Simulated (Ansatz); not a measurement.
**LuSb: a single-point run**

The task is a single-point run on LuSb. The structure is shown as the input types it. The cell is built on a prototype (zincblende) and needn't be the phase found in nature.

Program: Ansatz 0.2.0. Level of theory: density functional or hybrid calculation with the settings of its input, plane waves (as first typed). These are calculated values, not measurements.

5 further runs of the same task are left out: 2 for a known fault of the program, 3 that didn't finish.

## Step 1: The system as given

Symmetry: F-43m, No. 216, cubic system. The conventional cell has a = 6.804 Å, b = 6.804 Å, c = 6.804 Å, α = 90.00°, β = 90.00°, γ = 90.00°. Around Lu (site symmetry -43m) lie 4 Sb at 2.95 Å. Around Sb (site symmetry -43m) lie 4 Lu at 2.95 Å.

As a file:

```cif
data_structure
_symmetry_space_group_name_H-M 'F-43m'
_symmetry_Int_Tables_number 216
_cell_length_a 6.8041
_cell_length_b 6.8041
_cell_length_c 6.8041
_cell_angle_alpha 90.000
_cell_angle_beta 90.000
_cell_angle_gamma 90.000
_cell_volume 315.00
loop_
_atom_site_label
_atom_site_type_symbol
_atom_site_symmetry_multiplicity
_atom_site_Wyckoff_symbol
_atom_site_fract_x
_atom_site_fract_y
_atom_site_fract_z
_atom_site_occupancy
Lu1 Lu 4 a 0.00000 0.00000 0.00000 1
Sb1 Sb 4 d 0.25000 0.25000 0.75000 1
```

## Step 2: Input and run

File input.yaml:

```yaml
crystal:
  lattice:
    - [0.0, 3.4020389083, 3.4020389083]
    - [3.4020389083, 0.0, 3.4020389083]
    - [3.4020389083, 3.4020389083, 0.0]
  atoms:
    - { symbol: Lu, position: [0.0, 0.0, 0.0] }
    - { symbol: Sb, position: [0.25, 0.25, 0.25] }
kpoints:
  mp_grid: { grid: [4, 4, 4] }
hamiltonian:
  xc: hse06
scf:
  occupations: { method: fixed }
  n_extra_bands: 4
  convergence: { dr2_threshold: 0.01 }
  max_iter: 68
output:
  forces: true
  stress: true
  eigenvalues: true
```

Run with:

```sh
$ ansatz run input.yaml --threads 4 --pin off --max-ram 3686MiB --backend cpu --events-out ev --progress --plain --runs-dir out
```

Q: Will this input give a usable result? If not, why, and what should change?

The run converged and reported no error, with warnings (force scf threshold loose, stress exchange threshold loose, stress scf threshold loose). Its log warns: «scf.convergence.dr2_threshold = 1e-2 eV is looser than this run's default, which is 1e-7 eV or tighter. The error in the forces grows as the threshold's square root ...»

The threshold asked is loose, but the program put off the close and ended at dr2 = 5.5e-10, so little accuracy was lost here.

To check: delete scf.convergence.dr2_threshold (the default then holds).
